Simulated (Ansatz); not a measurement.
Task: a convergence test of the k-point mesh of W, space group Pbcm, with Ansatz 0.2.0, Python API. Give the script and its output. Settings (first run): PBEsol, PAW, the default cutoff (420 eV here), 3×2×2 k-points, cold smearing of 0.1 eV. The script varies spacing (1/A): 0.8, 0.6, 0.5, 0.4, 0.33.

`w.xyz`
```text
4
Lattice="2.809662 0.0 0.0 0.0 4.86387 0.0 0.0 0.0 4.923695" Properties=species:S:1:pos:R:3 pbc="T T T"
W     2.22854523    2.73912244    1.23092375
W     0.58111677    0.30718744    1.23092375
W     0.58111677    2.12474756    3.69277125
W     2.22854523    4.55668256    3.69277125
```

`kconv_w.py`
```python
"""k-point test for W."""

import csv

import ansatz as az

xtal = az.Crystal.from_extxyz("w.xyz")

calculation = (
    xtal.calculation()
    .functional("PBEsol")
    .occupations(az.OccupationsMethod.COLD, width=0.1)
)

rows = []
for value in [0.8, 0.6, 0.5, 0.4, 0.33]:
    report = calculation.kpoints(spacing=value).run().report
    rows.append((value, report["free_energy_ev"] / len(report["lattice"]["sites"]), report["n_iterations"], report["n_kpoints"]))

with open("kconv.csv", "w", newline="") as handle:
    writer = csv.writer(handle)
    writer.writerow(["spacing (1/A)", "F/atom (eV)", "iterations", "k-points"])
    writer.writerows([round(v, 5) if isinstance(v, float) else v for v in row] for row in rows)

# the last row is the reference
for row in rows[:-1]:
    shift = 1000 * (row[1] - rows[-1][1])
    print(f"{row[0]}: {shift:+.2f} meV/atom" + ("  (within 2 meV)" if abs(shift) < 2 else ""))
```

Running `python kconv_w.py` prints:
```text
DeckWarning: basis.ecutwfc = 420 eV, auto-derived from the records' recommended cutoffs: set by W (normal level)
0.8: +61.51 meV/atom
0.6: -20.70 meV/atom
0.5: +32.54 meV/atom
0.4: +9.34 meV/atom
```
(Warnings from the package without file and line.)

It writes `kconv.csv`:
```csv
spacing (1/A),F/atom (eV),iterations,k-points
0.8,-10255.96642,6,8
0.6,-10256.04863,6,12
0.5,-10255.99539,6,12
0.4,-10256.0186,6,36
0.33,-10256.02793,6,36
```

The run is spin-unpolarised. Spin-orbit coupling, which matters for elements this heavy, is left out. This isn't the structure that W takes at ambient conditions. Shifts are counted from the finest mesh, which is itself no proven limit. Run time: 6.6 s on 1 thread of Intel(R) Xeon(R) Processor @ 2.30GHz, with other jobs on the host, peak memory 0.52 GiB.
